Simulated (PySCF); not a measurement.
# C4H7ClF2Si: NMR shifts at several levels of theory, part 2 of 2

PySCF 2.14.0. Atoms count from 0. Earlier steps stand in the parts before.

### Step 5. Nuclear shieldings: wB97X-D/pcSseg-2

The job: settings as JSON, then the geometry in Å.

```
{"job": {"kind": "nmr", "xc": "wB97X-D", "basis": "pcSseg-2", "pop": false}, "charge": 0, "multiplicity": 1}
F      0.429702    -1.528434     1.803149
Si     0.166861    -0.265733     0.820174
F      0.635263     1.031968     1.664180
C      1.348668    -0.473055    -0.616744
Cl     1.099152     0.831076    -1.823318
C     -1.615502    -0.194734     0.395381
C     -2.125103    -0.543187    -0.989494
C     -2.224084     0.858636    -0.501767
H      2.393831    -0.423037    -0.277996
H      1.201294    -1.437323    -1.124816
H     -2.255586    -0.528505     1.221318
H     -1.393901    -0.750079    -1.776835
H     -3.033893    -1.147727    -1.049009
H     -1.561210     1.602928    -0.950472
H     -3.205573     1.243036    -0.211731
```

With the program's defaults for keys left out, this is: GIAO wB97X-D/pcSseg-2 NMR shielding, non-relativistic, gas phase.

Log:

```text
coarse grid: 14104 points
cycle   1  E = -1106.0873057869  dE =  1.033e+00  |g| = 8.142e-01  |ddm| = 2.758e+00
cycle   2  E = -1106.0669167004  dE =  2.039e-02  |g| = 9.865e-01  |ddm| = 9.325e-01
cycle   3  E = -1106.2036439666  dE = -1.367e-01  |g| = 4.879e-02  |ddm| = 4.491e-01
cycle   4  E = -1106.2041457186  dE = -5.018e-04  |g| = 2.664e-02  |ddm| = 6.479e-02
cycle   5  E = -1106.2042949713  dE = -1.493e-04  |g| = 6.152e-03  |ddm| = 2.527e-02
cycle   6  E = -1106.2043039677  dE = -8.996e-06  |g| = 1.653e-03  |ddm| = 6.640e-03
final grid: 129320 points
cycle   7  E = -1106.2178708344  dE = -3.512e-04  |g| = 1.242e-02  |ddm| = 5.266e-02
cycle   8  E = -1106.2178718762  dE = -1.042e-06  |g| = 1.318e-02  |ddm| = 1.431e-02
cycle   9  E = -1106.2178998447  dE = -2.797e-05  |g| = 1.143e-03  |ddm| = 6.363e-03
cycle  10  E = -1106.2179000082  dE = -1.635e-07  |g| = 6.310e-04  |ddm| = 1.216e-03
cycle  11  E = -1106.2179000817  dE = -7.353e-08  |g| = 9.736e-05  |ddm| = 4.256e-04
cycle  12  E = -1106.2179000839  dE = -2.215e-09  |g| = 2.814e-05  |ddm| = 1.287e-04
cycle  13  E = -1106.2179000842  dE = -2.424e-10  |g| = 8.425e-06  |ddm| = 4.524e-05
converged SCF energy = -1106.2179000842

GIAO shielding tensors (ppm)
atom      isotropic    diamagn.    paramagn.     s11        s22        s33       span
  0 F      322.746     467.097    -144.351    263.178    332.580    372.480    109.301
  1 Si     350.814     875.752    -524.938    296.888    339.280    416.276    119.388
  2 F      329.402     468.220    -138.819    273.769    327.390    387.046    113.277
  3 C      155.400     246.402     -91.002    137.041    141.600    187.559     50.518
  4 Cl     946.396    1147.861    -201.465    829.999    901.594   1107.594    277.595
  5 C      189.541     250.874     -61.332    153.477    180.228    234.919     81.443
  6 C      180.855     249.243     -68.388    154.022    174.692    213.851     59.828
  7 C      179.345     249.266     -69.921    149.962    173.243    214.829     64.867
  8 H       28.542      28.724      -0.182     22.767     27.381     35.479     12.712
  9 H       28.587      30.214      -1.626     24.593     26.918     34.251      9.658
 10 H       31.513      30.202       1.311     24.225     27.756     42.557     18.332
 11 H       30.493      31.884      -1.391     23.514     29.074     38.891     15.377
 12 H       30.507      28.697       1.810     24.412     25.748     41.362     16.950
 13 H       30.199      31.603      -1.404     23.184     28.830     38.581     15.397
 14 H       30.530      28.478       2.052     24.478     25.663     41.450     16.972
```

Run time: 2 min. Hardware: 8 threads of Intel Xeon at 2.70GHz, shared host.

In short: δ C3 29.0, C6 4.3, C5 -5.1, F0 -139.7, H8 2.79, H11 1.01 ppm (means over like atoms).

### Step 6. NMR shieldings: KT2/pcSseg-2

Settings changed since step 5:

```diff
@@ -1,2 +1,2 @@
-{"job": {"kind": "nmr", "xc": "wB97X-D", "basis": "pcSseg-2", "pop": false}, "charge": 0, "multiplicity": 1}
+{"job": {"kind": "nmr", "xc": "KT2", "basis": "pcSseg-2", "pop": false}, "charge": 0, "multiplicity": 1}
 F      0.429702    -1.528434     1.803149
```

Level: GIAO KT2/pcSseg-2 NMR shielding, non-relativistic, gas phase.

Log:

```text
coarse grid: 14104 points
cycle   1  E = -1117.3853564225  dE =  7.982e-01  |g| = 1.046e+00  |ddm| = 2.912e+00
cycle   2  E = -1116.8380921413  dE =  5.473e-01  |g| = 2.113e+00  |ddm| = 1.951e+00
cycle   3  E = -1117.5625036821  dE = -7.244e-01  |g| = 2.149e-01  |ddm| = 1.453e+00
cycle   4  E = -1117.5713677087  dE = -8.864e-03  |g| = 9.288e-02  |ddm| = 2.255e-01
cycle   5  E = -1117.5732808216  dE = -1.913e-03  |g| = 2.234e-02  |ddm| = 7.535e-02
cycle   6  E = -1117.5733780247  dE = -9.720e-05  |g| = 6.956e-03  |ddm| = 2.614e-02
cycle   7  E = -1117.5733876797  dE = -9.655e-06  |g| = 2.452e-03  |ddm| = 8.058e-03
final grid: 129320 points
cycle   8  E = -1117.5917443236  dE = -5.082e-04  |g| = 3.626e-02  |ddm| = 1.892e-01
cycle   9  E = -1117.5912659366  dE =  4.784e-04  |g| = 6.059e-02  |ddm| = 5.460e-02
cycle  10  E = -1117.5919116726  dE = -6.457e-04  |g| = 8.639e-03  |ddm| = 4.051e-02
cycle  11  E = -1117.5919237672  dE = -1.209e-05  |g| = 1.742e-03  |ddm| = 6.786e-03
cycle  12  E = -1117.5919245146  dE = -7.473e-07  |g| = 3.651e-04  |ddm| = 1.978e-03
cycle  13  E = -1117.5919245348  dE = -2.021e-08  |g| = 1.745e-04  |ddm| = 3.368e-04
cycle  14  E = -1117.5919245409  dE = -6.090e-09  |g| = 4.494e-05  |ddm| = 1.469e-04
cycle  15  E = -1117.5919245412  dE = -3.229e-10  |g| = 1.657e-05  |ddm| = 4.285e-05
converged SCF energy = -1117.5919245412

GIAO shielding tensors (ppm)
atom      isotropic    diamagn.    paramagn.     s11        s22        s33       span
  0 F      300.972     467.844    -166.871    236.079    312.662    354.176    118.097
  1 Si     359.548     878.628    -519.079    306.376    354.547    417.721    111.345
  2 F      309.658     469.141    -159.483    247.971    308.225    372.777    124.806
  3 C      152.097     248.101     -96.005    132.773    138.241    185.275     52.502
  4 Cl     932.244    1149.456    -217.212    812.434    883.509   1100.788    288.354
  5 C      186.414     252.740     -66.326    150.789    174.954    233.498     82.708
  6 C      179.714     249.390     -69.677    153.774    171.452    213.915     60.141
  7 C      177.822     249.212     -71.389    148.568    169.500    215.399     66.831
  8 H       28.191      28.958      -0.767     22.427     27.224     34.921     12.494
  9 H       28.142      30.394      -2.252     24.183     26.688     33.556      9.373
 10 H       31.250      29.627       1.623     24.161     27.576     42.014     17.852
 11 H       30.276      32.072      -1.795     23.404     28.926     38.499     15.096
 12 H       30.323      27.694       2.629     24.338     25.735     40.895     16.558
 13 H       30.018      31.822      -1.804     23.132     28.737     38.187     15.055
 14 H       30.337      27.454       2.883     24.353     25.640     41.018     16.664
```

Run time: 66 s. Hardware: 8 threads of Intel Xeon at 2.70GHz, shared host.

This run: δ C3 30.2, C6 3.5, C5 -4.1, F0 -169.0, H8 3.01, H11 1.03 ppm (means over like atoms).

### Step 7. Shielding tensors: HF/pcSseg-2

Settings changed since step 6:

```diff
@@ -1,2 +1,2 @@
-{"job": {"kind": "nmr", "xc": "KT2", "basis": "pcSseg-2", "pop": false}, "charge": 0, "multiplicity": 1}
+{"job": {"kind": "nmr", "xc": "HF", "basis": "pcSseg-2", "pop": false}, "charge": 0, "multiplicity": 1}
 F      0.429702    -1.528434     1.803149
```

Level: GIAO HF/pcSseg-2 NMR shielding, non-relativistic, gas phase.

Log:

```text
final grid: 129320 points
cycle   1  E = -1102.9982435959  dE =  1.343e+00  |g| = 7.919e-01  |ddm| = 2.751e+00
cycle   2  E = -1103.1083363056  dE = -1.101e-01  |g| = 4.973e-01  |ddm| = 7.755e-01
cycle   3  E = -1103.1481447012  dE = -3.981e-02  |g| = 6.974e-02  |ddm| = 2.830e-01
cycle   4  E = -1103.1499040650  dE = -1.759e-03  |g| = 1.413e-02  |ddm| = 1.042e-01
cycle   5  E = -1103.1499746012  dE = -7.054e-05  |g| = 4.704e-03  |ddm| = 1.786e-02
cycle   6  E = -1103.1499828421  dE = -8.241e-06  |g| = 1.496e-03  |ddm| = 6.873e-03
cycle   7  E = -1103.1499841921  dE = -1.350e-06  |g| = 5.006e-04  |ddm| = 2.710e-03
cycle   8  E = -1103.1499843680  dE = -1.758e-07  |g| = 1.168e-04  |ddm| = 1.181e-03
cycle   9  E = -1103.1499843775  dE = -9.506e-09  |g| = 3.615e-05  |ddm| = 2.553e-04
cycle  10  E = -1103.1499843782  dE = -7.194e-10  |g| = 1.143e-05  |ddm| = 6.985e-05
converged SCF energy = -1103.1499843782

GIAO shielding tensors (ppm)
atom      isotropic    diamagn.    paramagn.     s11        s22        s33       span
  0 F      356.091     468.486    -112.395    304.928    361.462    401.883     96.955
  1 Si     402.221     873.379    -471.158    346.657    382.199    477.806    131.148
  2 F      361.895     469.439    -107.544    315.007    357.075    413.604     98.598
  3 C      165.894     242.442     -76.548    149.133    152.925    195.623     46.490
  4 Cl    1000.500    1147.429    -146.929    904.325    980.405   1116.769    212.444
  5 C      203.391     249.703     -46.311    167.978    192.384    249.811     81.832
  6 C      191.722     246.589     -54.867    165.090    183.217    226.857     61.767
  7 C      190.570     246.538     -55.969    161.927    182.173    227.609     65.683
  8 H       28.926      28.741       0.186     22.973     27.484     36.322     13.350
  9 H       29.054      30.260      -1.206     24.907     27.084     35.172     10.265
 10 H       32.150      29.875       2.275     24.337     27.962     44.151     19.814
 11 H       30.979      32.281      -1.302     23.607     29.266     40.063     16.455
 12 H       30.897      28.151       2.746     24.428     25.741     42.520     18.092
 13 H       30.635      31.869      -1.234     23.248     28.913     39.744     16.496
 14 H       30.915      27.856       3.059     24.498     25.665     42.581     18.083
```

Run time: 57 s. Hardware: 8 threads of Intel Xeon at 2.70GHz, shared host.

Key values: δ C3 25.6, C6 0.3, C5 -11.9, F0 -113.7, H8 2.69, H11 0.88 ppm (means over like atoms).

### Step 8. Side by side: NMR shifts

Shifts (ppm) of some atoms, chosen among heavy atoms and hydrogens apart, means over like atoms, with basis size and wall time:

```
             run    C3     C5    H8    H10      F0    Si1  Cl4  functions     time
   PBE0/pcSseg-2  29.2   -5.1  2.86  -0.12  -146.2  -10.1   -5        400  1.8 min
    PBE/pcSseg-2  30.7   -3.0  2.95  -0.04  -163.0  -10.1   16        400     66 s
wB97X-D/pcSseg-2  29.0   -5.1  2.79  -0.16  -139.7  -10.1  -11        400    2 min
    KT2/pcSseg-2  30.2   -4.1  3.01  -0.07  -169.0   -8.6   10        400     66 s
     HF/pcSseg-2  25.6  -11.9  2.69  -0.47  -113.7  -19.3  -56        400     57 s
```

### Step 9. Outcome

What follows sums up all 2 parts.

| quantity | value |
| --- | --- |
| point group | C1 |
| rotational constants (main isotopes) | 1.48, 1.28, 0.90 GHz |
| 13C shifts against TMS (PBE0/pcSseg-2, means over atoms taken as alike) | 29.2, 4.0, -5.1 ppm |
| 1H shifts against TMS (PBE0/pcSseg-2, means over atoms taken as alike) | 2.86, 1.01, 0.83, -0.12 ppm |
| 19F shifts against CFCl3 (PBE0/pcSseg-2, means over atoms taken as alike) | -146.2 ppm |
| 29Si shifts against TMS (PBE0/pcSseg-2) | -10.1 ppm |
| 35Cl shifts against HCl (PBE0/pcSseg-2) | -5 ppm |
| range of the shift of Cl4 | -56 to 16 ppm |

Single values in the summary come from the first sound run of each kind (PBE0/pcSseg-2), which need not be the best level. The optimisation took 8 steps and gained 0.088 eV; among the close pairs (by a distance rule), Si1–C5 changed most, from 1.867 to 1.834 Å. The most deshielded carbon is C3 (sp3 CH2 bonded to Cl and Si), at 29.2 ppm: pulled downfield by the heteroatom. H8, H9 (mean) (hydrogen on an sp3 CH2 bonded to Cl and Si) lies farthest downfield among hydrogen, at 2.86 ppm; its carbon carries Cl, hence the downfield position. At PBE0/pcSseg-2: Shielding is most anisotropic at Cl4 (span 277 ppm, paramagnetic term -201 ppm). In ppm, Cl4 moves most: its shift spreads over 71 ppm, from -56 (HF/pcSseg-2) to 16 (PBE/pcSseg-2).
